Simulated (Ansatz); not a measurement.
**C3H12GaN: trial inputs and their diagnosis**

Aim: try 3 inputs for C3H12GaN as typed, read how each ends, and find what has to change.

Computed with Ansatz 0.2.0, Gaussian basis. Level: the settings change from run to run.

## 1. The geometry

The structure was relaxed beforehand with PBE0-D4 in a triple-zeta def2 set.

SMILES `C[N+](C)(C)[GaH3-]`, 17 atoms, charge 0, spin multiplicity 1.

Atoms are counted from 1 here; the program's logs count them from 0.

Bond lengths: C1–N2 1.463 Å, C1–H6 1.090 Å, C1–H7 1.097 Å, C1–H8 1.090 Å, N2–C3 1.463 Å, N2–C4 1.463 Å, N2–Ga5 2.141 Å, C3–H9 1.090 Å, C3–H10 1.090 Å, C3–H11 1.097 Å, C4–H12 1.090 Å, C4–H13 1.097 Å, C4–H14 1.090 Å, Ga5–H15 1.584 Å, Ga5–H16 1.584 Å, Ga5–H17 1.584 Å. Angles: N2–C1–H6 109.3°, N2–C1–H7 110.8°, N2–C1–H8 109.3°, H6–C1–H7 109.3°, H6–C1–H8 108.6°, H7–C1–H8 109.3°, C1–N2–C3 110.3°, C1–N2–C4 110.3°, C1–N2–Ga5 108.6°, C3–N2–C4 110.3°, C3–N2–Ga5 108.6°, C4–N2–Ga5 108.6°, N2–C3–H9 109.3°, N2–C3–H10 109.3°, N2–C3–H11 110.8°, H9–C3–H10 108.6°, H9–C3–H11 109.3°, H10–C3–H11 109.3° and more.

## 2. Try 1

in.yaml

```yaml
crystal:
  periodic: [false, false, false]
  atoms:
    - {symbol: C, position_ang: [-0.278165, 0.216216, -1.002943]}
    - {symbol: N, position_ang: [0.071990, -0.029025, -0.073616]}
    - {symbol: C, position_ang: [0.967105, 0.368706, 0.105982]}
    - {symbol: C, position_ang: [0.150571, -1.049598, 0.005130]}
    - {symbol: Ga, position_ang: [-0.919652, 0.366271, 0.951091]}
    - {symbol: H, position_ang: [-0.370516, 0.833637, -1.042997]}
    - {symbol: H, position_ang: [0.181783, -0.007950, -1.328098]}
    - {symbol: H, position_ang: [-0.818052, -0.118467, -1.116609]}
    - {symbol: H, position_ang: [1.207263, 0.252700, 0.808155]}
    - {symbol: H, position_ang: [0.872651, 1.016720, 0.055111]}
    - {symbol: H, position_ang: [1.495880, 0.211477, -0.348260]}
    - {symbol: H, position_ang: [0.357275, -1.224670, 0.607215]}
    - {symbol: H, position_ang: [0.680212, -1.313977, -0.509182]}
    - {symbol: H, position_ang: [-0.429533, -1.184990, -0.093934]}
    - {symbol: H, position_ang: [-0.903534, 1.296327, 0.618860]}
    - {symbol: H, position_ang: [-1.539875, -0.160203, 0.523254]}
    - {symbol: H, position_ang: [-0.389205, 0.071428, 1.862362]}
basis:
  gaussian: {orbitals: aug-cc-pVDZ}
total_charge: -1
magnetization: {spin_polarized: true, initial_magnetization: 1}
hamiltonian: {xc: {name: revPBE0}}
output: {forces: true}
```

Run with:

```console
> ansatz run in.yaml --threads 8 --pin off --events-out ev --progress --plain --max-ram 18278MiB
```

The log of the run, cut to the lines that bear on the results:

```text
Functional definition: revPBE0
  name "revPBE0"
  cite "Zhang & Yang, Phys. Rev. Lett. 80, 890 (1998) doi:10.1103/PhysRevLett.80.890"
  cite "Adamo & Barone, J. Chem. Phys. 110, 6158 (1999) doi:10.1063/1.478522"
  cite "Perdew, Burke & Ernzerhof, Phys. Rev. Lett. 77, 3865 (1996) doi:10.1103/PhysRevLett.77.3865"
[...]
2302 factors; integrals over basis functions are off by at most 2.4e-4 eV
[...]
a density is far from that of the atoms, so the factors are made again for it
2383 factors; integrals over basis functions are off by at most 2.2e-4 eV
mean field -57034.96276800 eV, -2095.9962220378 hartree, gradient 4.5e-6 eV, S^2 0.750020; 0 other end points of the search recorded, 0 dependent functions left out
[...]
reference -57034.96280933 eV, -2095.9962235565 hartree; 35, 34 occupied and 201, 202 virtual orbitals, 2383 factors
Total energy: -57034.96280933 eV, -2095.9962235565 hartree
Atom 0 at    -0.278165     0.216216    -1.002943 Å, force   -16.374544     4.350496    10.185824 eV/Å
Atom 1 at     0.071990    -0.029025    -0.073616 Å, force   -20.904011     5.179774    17.743374 eV/Å
Atom 2 at     0.967105     0.368706     0.105982 Å, force    25.442990   -12.128521    14.624986 eV/Å
Atom 3 at     0.150571    -1.049598     0.005130 Å, force    45.189846   -11.198802   -17.043228 eV/Å
Atom 4 at    -0.919652     0.366271     0.951091 Å, force     1.010020     9.102400    36.016883 eV/Å
Atom 5 at    -0.370516     0.833637    -1.042997 Å, force   -10.973300    72.109475    -7.451437 eV/Å
Atom 6 at     0.181783    -0.007950    -1.328098 Å, force    60.310127   -28.414460   -49.268565 eV/Å
Atom 7 at    -0.818052    -0.118467    -1.116609 Å, force   -54.266211   -32.129985   -13.785127 eV/Å
Atom 8 at     1.207263     0.252700     0.808155 Å, force    12.284159    -4.893172    30.869348 eV/Å
Atom 9 at     0.872651     1.016720     0.055111 Å, force    -5.062735    61.144744    -4.052874 eV/Å
Atom 10 at     1.495880     0.211477    -0.348260 Å, force    31.933581    -9.962544   -27.237096 eV/Å
Atom 11 at     0.357275    -1.224670     0.607215 Å, force    18.327392   -17.923283    53.577854 eV/Å
Atom 12 at     0.680212    -1.313977    -0.509182 Å, force    17.577504   -10.916838   -17.946577 eV/Å
Atom 13 at    -0.429533    -1.184990    -0.093934 Å, force   -79.117585   -26.029203   -14.037069 eV/Å
Atom 14 at    -0.903534     1.296327     0.618860 Å, force    -0.552624    34.278080   -10.200364 eV/Å
Atom 15 at    -1.539875    -0.160203     0.523254 Å, force   -34.399291   -27.121504   -20.418492 eV/Å
Atom 16 at    -0.389205     0.071428     1.862362 Å, force     9.574683    -5.446658    18.422559 eV/Å
Dipole moment:    -1.160287     0.388588     1.062775 e Å
```

Run time: 66 s. Hardware: 8 threads of Arm Neoverse V1, shared host; peak memory 1.9 GiB.

**Diagnosis.** The run converged, but a converged run isn't a right one. The geometry is squeezed well below its size. The shortest distance is 0.60 Å (C4–H14), against 1.09 Å in the relaxed molecule. It also asks for charge -1 and multiplicity 2, another species or state than the molecule above. Its energy is no property of the relaxed molecule. To mend it, use the relaxed coordinates, and set charge and spin to those of the species named.

## 3. Try 2

in.yaml

```yaml
crystal:
  periodic: [false, false, false]
  atoms:
    - {symbol: C, position_ang: [-0.434730, 0.346921, -1.469689]}
    - {symbol: N, position_ang: [0.071290, -0.072741, -0.057741]}
    - {symbol: C, position_ang: [1.406535, 0.564553, 0.190956]}
    - {symbol: C, position_ang: [0.253146, -1.466387, 0.037897]}
    - {symbol: Ga, position_ang: [-1.346235, 0.578552, 1.350813]}
    - {symbol: H, position_ang: [-0.502429, 1.379393, -1.469008]}
    - {symbol: H, position_ang: [0.335379, -0.041270, -2.258151]}
    - {symbol: H, position_ang: [-1.312983, -0.184617, -1.559421]}
    - {symbol: H, position_ang: [1.757106, 0.321767, 1.172500]}
    - {symbol: H, position_ang: [1.235839, 1.655439, 0.074604]}
    - {symbol: H, position_ang: [2.107981, 0.342998, -0.620668]}
    - {symbol: H, position_ang: [0.641825, -1.745476, 1.045621]}
    - {symbol: H, position_ang: [0.954893, -1.879661, -0.755550]}
    - {symbol: H, position_ang: [-0.710814, -1.973709, -0.174300]}
    - {symbol: H, position_ang: [-1.327325, 2.170938, 0.979924]}
    - {symbol: H, position_ang: [-2.535180, -0.249048, 0.914132]}
    - {symbol: H, position_ang: [-0.523261, 0.091076, 2.631179]}
basis:
  gaussian: {orbitals: ANO-RCC-VTZP}
hamiltonian: {xc: {name: HF}}
correlation: {method: mp2, frozen_orbitals: {C: 9}}
accuracy: high
```

Launched as before.

The log of the run:

```text
Functional definition: HF
  name "HF"
  cite "Fock, Z. Phys. 61, 126 (1930) doi:10.1007/BF01340294"
  parent pbe
  exchange = exact_x
  correlation = 0
Error: "frozen_orbitals" has no count for N
```

Run time: 0.1 s. Hardware: 8 threads of Arm Neoverse V1, shared host.

**Diagnosis.** Refused before any calculation. Frozen orbitals are typed for one element alone, and the program wants a count for each. Its coordinates are also moved off the relaxed structure. Cure: leave frozen_orbitals out, or give every element a count that its core really has.

## 4. Try 3

in.yaml

```yaml
crystal:
  periodic: [false, false, false]
  atoms:
    - {symbol: C, position_ang: [-0.349580, 0.416104, -1.544626]}
    - {symbol: N, position_ang: [0.047844, -0.079537, 0.027915]}
    - {symbol: C, position_ang: [1.322154, 0.752773, 0.005191]}
    - {symbol: C, position_ang: [0.036782, -1.378801, 0.011474]}
    - {symbol: Ga, position_ang: [-1.302367, 0.571067, 1.330017]}
    - {symbol: H, position_ang: [-0.387577, 1.390665, -1.372035]}
    - {symbol: H, position_ang: [0.377833, 0.190141, -2.246069]}
    - {symbol: H, position_ang: [-1.239085, 0.039956, -1.521167]}
    - {symbol: H, position_ang: [1.612930, 0.444073, 1.069173]}
    - {symbol: H, position_ang: [1.117873, 1.726478, 0.120105]}
    - {symbol: H, position_ang: [1.901909, 0.289222, -0.545532]}
    - {symbol: H, position_ang: [0.656010, -1.636498, 0.914791]}
    - {symbol: H, position_ang: [0.960810, -1.766181, -0.640001]}
    - {symbol: H, position_ang: [-0.762110, -1.953322, -0.196054]}
    - {symbol: H, position_ang: [-1.137135, 2.047765, 0.785863]}
    - {symbol: H, position_ang: [-2.684571, -0.207825, 0.765973]}
    - {symbol: H, position_ang: [-0.545182, 0.192379, 2.710137]}
basis:
  gaussian: {orbitals: def2-mTZVPP}
magnetization: {spin_polarized: true, initial_magnetization: 2}
hamiltonian: {xc: {name: BLYP}}
scf: {lower_state_search: off}
relax: {f_tol: 0.0001, max_steps: 2}
output: {forces: true}
```

The command is unchanged.

The log of the run:

```text
Functional definition: BLYP
  name "BLYP"
  cite "Becke, Phys. Rev. A 38, 3098 (1988) doi:10.1103/PhysRevA.38.3098"
  cite "Lee, Yang & Parr, Phys. Rev. B 37, 785 (1988) doi:10.1103/PhysRevB.37.785"
  parameter beta = 0.0042
  parameter a = 0.04918
  parameter b = 0.132
  parameter c = 0.2533
  parameter d = 0.349
  exchange = b88_x(beta = beta)
  correlation = lyp_c(a = a, b = b, c = c, d = d)
these checks for a lower state are left out or cut short: stability, starts, cluster_reference, orbital_swaps, neighbouring_geometries, increment
1777 factors; their error is unknown
mean field evaluation 1: about -57135.9095 eV, gradient 7.9e1 eV
mean field evaluation 2: about -56884.1465 eV, gradient 2.0e2 eV
mean field evaluation 4: about -57151.3855 eV, gradient 4.6e1 eV
mean field evaluation 8: about -57163.9615 eV, gradient 6.4e0 eV
mean field evaluation 16: about -57164.4668 eV, gradient 1.6e-1 eV
mean field evaluation 32: about -57164.4343 eV, gradient 6.4e-4 eV
mean field -57164.43426917 eV, -2100.7542119467 hartree, gradient 9.7e-6 eV, S^2 2.004989; 0 other end points of the search recorded, 0 dependent functions left out
the calculation of the forces begins
reference -57164.43467257 eV, -2100.7542267716 hartree; 35, 33 occupied and 142, 144 virtual orbitals, 1777 factors
relax step   1: F+E_penalty+E_count = -57164.43426917 eV  Δ(F+E_penalty+E_count) = +0.000e0 eV  max|allowed force component| = 9.567e0 eV/Å  Δτ_max = 0.0000 Å  (36 SCF iters, accepted)
these checks for a lower state are left out or cut short: stability, starts, cluster_reference, orbital_swaps, neighbouring_geometries, increment
1777 factors; their error is unknown
mean field -57168.02411930 eV, -2100.8861365058 hartree, gradient 1.6e-6 eV, S^2 2.005680; 0 other end points of the search recorded, 0 dependent functions left out
the calculation of the forces begins
reference -57168.02452783 eV, -2100.8861515191 hartree; 35, 33 occupied and 142, 144 virtual orbitals, 1777 factors
relax step   2: F+E_penalty+E_count = -57168.02411930 eV  Δ(F+E_penalty+E_count) = -3.590e0 eV  max|allowed force component| = 3.945e0 eV/Å  Δτ_max = 0.1962 Å  (36 SCF iters, accepted)
Error: geometry relaxation did not converge after 2 steps: max|allowed force component| = 3.95e0 eV/Å (threshold 1.0e-4). Raise `relax.max_steps` over both its present limit and 2, loosen `relax.f_tol`, or start from a geometry closer to equilibrium. Where this run's directory can be resumed (`checkpoint.write`), a resume goes on for up to `relax.max_steps` more
```

Wall time 3.6 s (8 threads of Arm Neoverse V1, shared host); peak memory 0.29 GiB.

**Diagnosis.** The run did not converge. The relaxation is allowed too few steps for its threshold. The start was also shaken off the relaxed geometry, so there is far to go. It also asks for charge 0 and multiplicity 3, another species or state than the molecule above. Its coordinates are also moved off the relaxed structure. Cure: raise relax.max_steps, and set charge and spin to those of the species named.

## 5. Summary

| try | level | ended | cause | time |
| --- | --- | --- | --- | --- |
| 1 | revPBE0/aug-cc-pVDZ | converged | the geometry is squeezed well below its size | 66 s |
| 2 | MP2/ANO-RCC-VTZP | refused | frozen orbitals are typed for one element alone, and the program wants a count for each | 0.1 s |
| 3 | BLYP/def2-mTZVPP | not converged | the relaxation is allowed too few steps for its threshold | 3.6 s |

In words: 1 converged, 1 refused, 1 not converged. A refusal costs next to no computing time. The dangerous case is the input that converges on a wrong geometry, charge, spin, basis or grid: often only a look at the input shows it.
